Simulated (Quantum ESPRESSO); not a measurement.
## RuAu: phonons with vdW-DF-cx

Crystal: RuAu.

```xyz
2
Lattice="3.1648 0.0000 0.0000 0.0000 3.1648 0.0000 0.0000 0.0000 3.1648" Properties=species:S:1:pos:R:3 pbc="T T T"
Ru    0.0000    0.0000    0.0000
Au    1.5824    1.5824    1.5824
```

The cell was built by a generator and needn't be a form met in nature.

```
Program             : Quantum ESPRESSO 7.5
Task                : phonons
Functional          : vdW-DF-cx
Potentials or basis : PseudoDojo 0.4.1 SR PBE standard
Cutoff              : 1143 eV
Density cutoff      : 4572 eV
k mesh              : 8 × 8 × 8
Occupations         : cold, width 0.2 eV
Spin                : no spin polarisation
Mixing beta         : 0.5
Most SCF iterations : 120
SCF threshold       : 4e-10 Ry
```

- Relaxed volume: 15.31 Å³/atom
- Relaxed cell: a = 3.128 Å, b = 3.128 Å, c = 3.128 Å, α = 90.00°, β = 90.00°, γ = 90.00°
- Space group after relaxing (to 0.05 Å): Pm-3m (No. 221)
- Pressure after relaxing: 0.0 GPa
- Band gap on the k mesh: none (metal or under the smearing width)
- Highest phonon frequency at Γ: 200 cm⁻¹

The path:
| step | energy change (eV) | largest force (eV/Å) | pressure (GPa) | volume (Å³) |
| --- | --- | --- | --- | --- |
| 1 | 0.0000 | 0.0000 | -7.57 | 31.70 |
| 2 | -0.0262 | 0.0000 | 0.95 | 30.49 |
| 3 | -0.0266 | 0.0000 | -0.06 | 30.62 |
| 4 | -0.0266 | 0.0000 | 0.00 | 30.61 |

Final structure:
```
CELL_PARAMETERS angstrom
3.12824 0.00000 0.00000
0.00000 3.12824 0.00000
0.00000 0.00000 3.12824
ATOMIC_POSITIONS crystal
Ru 0.00000 0.00000 0.00000
Au 0.50000 0.50000 0.50000
```

Levels at points of the mesh, in eV from the Fermi level:
```
              k point  band 13  band 14  band 15  band 16  band 17  band 18  band 19  band 20  band 21  band 22
   (0.00, 0.00, 0.00)    -4.49    -4.49    -1.20    -1.20     0.58     0.58     0.58     7.74     7.74     7.74
  (0.00, 0.00, -0.50)    -4.58    -3.76    -3.05    -1.81    -1.81    -1.77    -0.55     1.47    14.52    15.42
 (0.00, -0.50, -0.50)    -2.85    -2.39    -0.82     0.17     0.17     0.47     0.87     0.87     5.87     8.22
(-0.50, -0.50, -0.50)    -3.72    -3.72    -2.79    -2.79     0.55     0.55     3.47     8.79     9.11     9.11
```

Phonon frequencies in cm⁻¹ (negative: imaginary):
| q point | frequencies |
| --- | --- |
| (0.000, 0.000, 0.000) | 21 21 21 200 200 200 |

Optical modes at Γ, degenerate ones joined:
| cm⁻¹ | components | symmetry | active in |
| --- | --- | --- | --- |
| 199 | 3 | T1u | IR |

Wall time 5.3 min on 4 MPI ranks on Arm Neoverse V1 (shared host), peak memory 0.6 GiB a rank.

Caveat: the mesh is thin for the phonons of a metal; the potentials were made for another functional, which shifts forces and pressure. Spin-orbit coupling is left out, which matters for the levels of Au.
